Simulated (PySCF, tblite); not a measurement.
**C5H12S2Si: geometry, infrared bands and NMR shifts**

Wanted: the infrared bands and NMR shifts of C5H12S2Si (`CC(C)S[C@@H]1C[Si@H]1S`), by calculation.

The runs use tblite 0.8.0 and PySCF 2.14.0, with density-fitted response routines of our own; the level of theory stands in each step. All values are computed, except where a source is named. Atoms are numbered from 0 throughout.

### Step 1. Starting geometry

20 atoms, charge 0, multiplicity 1; geometry from: force field or distance geometry start.

Bonds of the start (Å): C0–C1 1.52, C1–C2 1.51, C1–S3 1.83, S3–C4 1.78, C4–C5 1.46, C5–Si6 1.77, Si6–S7 2.14, Si6–C4 2.29, C0–H8 1.09, C0–H9 1.09, C0–H10 1.11, C1–H11 1.11, C2–H12 1.10, C2–H13 1.10, C2–H14 1.10, C4–H15 1.08, C5–H16 1.09, C5–H17 1.09, Si6–H18 1.48, S7–H19 1.34.

### Step 2. Geometry optimisation with GFN2-xTB

Job settings and geometry (Å):

```
{"job": {"kind": "relax", "xc": "GFN2-xTB", "basis": "xTB"}, "charge": 0, "multiplicity": 1}
C     -1.870700    -0.842100    -0.993500
C     -1.562600     0.352200    -0.100100
C     -2.438900     1.536900    -0.420800
S      0.191200     0.850400    -0.297800
C      1.004900    -0.437700     0.619600
C      1.883100    -0.121200     1.737600
Si     3.210600     0.164800     0.602400
S      4.072700    -1.630100    -0.193400
H     -1.709000    -0.607100    -2.049000
H     -1.279000    -1.717000    -0.732800
H     -2.933200    -1.130100    -0.882000
H     -1.725500     0.064100     0.957700
H     -2.243600     2.392700     0.243900
H     -2.317200     1.867300    -1.465000
H     -3.506500     1.286300    -0.286800
H      1.093000    -1.386900     0.114600
H      2.043100    -0.930700     2.456200
H      1.594600     0.728700     2.354400
H      3.195400     1.258200    -0.387800
H      3.292300    -1.688100    -1.280400
```

Started as:

```
$ OMP_NUM_THREADS=1 python probes_run.py task.json out
```

One launch serves the whole session: the jobs run in the order shown.

**Question.** This job is followed by: GFN2-xTB harmonic vibrations, gas phase; GIAO PBE0/pcSseg-1 NMR shielding, non-relativistic, gas phase. Predict these results of the whole session: strongest single infrared mode (GFN2-xTB); zero-point energy (GFN2-xTB); 13C shifts against TMS (PBE0/pcSseg-1); 1H shifts against TMS (PBE0/pcSseg-1, means over atoms taken as alike); 33S shifts against CS2 (PBE0/pcSseg-1); 29Si shifts against TMS (PBE0/pcSseg-1).

As calculated:

```
                                                              quantity                                               value
                             strongest single infrared mode (GFN2-xTB)                               2423 cm⁻¹, 179 km/mol
                                          zero-point energy (GFN2-xTB)                                       96.6 kcal/mol
                                13C shifts against TMS (PBE0/pcSseg-1)                    45.8, 25.6, 25.1, 23.4, 18.7 ppm
1H shifts against TMS (PBE0/pcSseg-1, means over atoms taken as alike)  4.02, 2.72, 2.48, 1.61, 1.42, 1.26, 0.87, 0.79 ppm
                                33S shifts against CS2 (PBE0/pcSseg-1)                                        91, -254 ppm
                               29Si shifts against TMS (PBE0/pcSseg-1)                                           -93.7 ppm
```

What this shows: Over 125 steps the energy fell by 1.201 eV; of the close pairs, C4–Si6 changed most, 2.287 to 1.886 Å. No mode is imaginary among the 54: a minimum at this level. The strongest single mode, at 2423 cm⁻¹, moves mainly H18. Unscaled tight-binding wavenumbers are off by several per cent, some by more. Its intensities can rank the bands wrongly.
